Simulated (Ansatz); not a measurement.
# Ta3B2N: the cost of one run

Program: Ansatz 0.2.0. Level of theory: DFT PBE, scalar-relativistic, plane waves, PAW. These are calculated values, not measurements.

## (1) The system as given

The structure is monoclinic, space group C2/m (No. 12). The conventional cell has a = 5.300 Å, b = 9.169 Å, c = 3.023 Å, α = 90.00°, β = 90.38°, γ = 90.00°. Around Ta (site symmetry -1) lie 4 B at 2.14 to 2.15 Å and 6 Ta at 2.65 to 3.02 Å and 4 N at 3.04 to 3.05 Å. Around Ta (site symmetry 2/m) lie 4 B at 2.16 Å and 6 Ta at 2.65 to 3.02 Å and 4 N at 3.04 to 3.06 Å. B (site symmetry 2) has 6 Ta at 2.14 to 2.16 Å as nearest neighbours. Around N (site symmetry 2/m) lie 2 N at 3.02 Å and 12 Ta at 3.04 to 3.06 Å and 6 B at 3.04 to 3.07 Å.

Cell or atoms stand a little off a more symmetric structure (P6/mmm at a tolerance of 0.3 Å), so results at this geometry aren't those of that ideal crystal.

As a file:

```xyz
6
Lattice="2.6498 -4.5845 0.0000 2.6498 4.5845 0.0000 -0.0201 0.0000 3.0234" Properties=species:S:1:pos:R:3 pbc="T T T"
Ta    1.3149    2.2922    1.5117
Ta    1.3149   -2.2922    1.5117
Ta    2.6398    0.0000    1.5117
B     2.6498   -1.5404    0.0000
B     2.6498    1.5404    0.0000
N     0.0000    0.0000    0.0000
```

Recipe of the guess: species swapped into a database cell of YB2Ir3 (C2/m, No. 12), with N on the Y sites and Ta on the Ir sites. Its size is a rough estimate.

## (2) The guess as it stands, on a coarse mesh

Input file input.yaml:

```yaml
crystal:
  lattice:
    - [2.64980955, -4.58448248, 0.0]
    - [2.64980955, 4.58448248, 0.0]
    - [-0.0200523, 0.0, 3.02340899]
  atoms:
    - { symbol: Ta, position: [0.0, 0.5, 0.5] }
    - { symbol: Ta, position: [0.5, 0.0, 0.5] }
    - { symbol: Ta, position: [0.5, 0.5, 0.5] }
    - { symbol: B, position: [0.668, 0.332, 0.0] }
    - { symbol: B, position: [0.332, 0.668, 0.0] }
    - { symbol: "N", position: [0.0, 0.0, 0.0] }
basis:
  ecutwfc: 420
kpoints:
  mp_grid: { grid: [4, 4, 6] }
hamiltonian:
  xc: pbe
scf:
  occupations: { method: gaussian, width: 0.1 }
  lower_state_search: "off"
output:
  forces: true
  stress: true
  eigenvalues: true
```

Started as:

```bash
> ansatz run input.yaml --threads 1 --pin off --max-ram 2560MiB --backend cpu --events-out ev --progress --plain --runs-dir out
```

Q: Estimate wall time and peak memory on 1 thread of AMD EPYC 7R43 (Zen 3), shared host.

About 3 s, with a peak of 0.42 GiB.
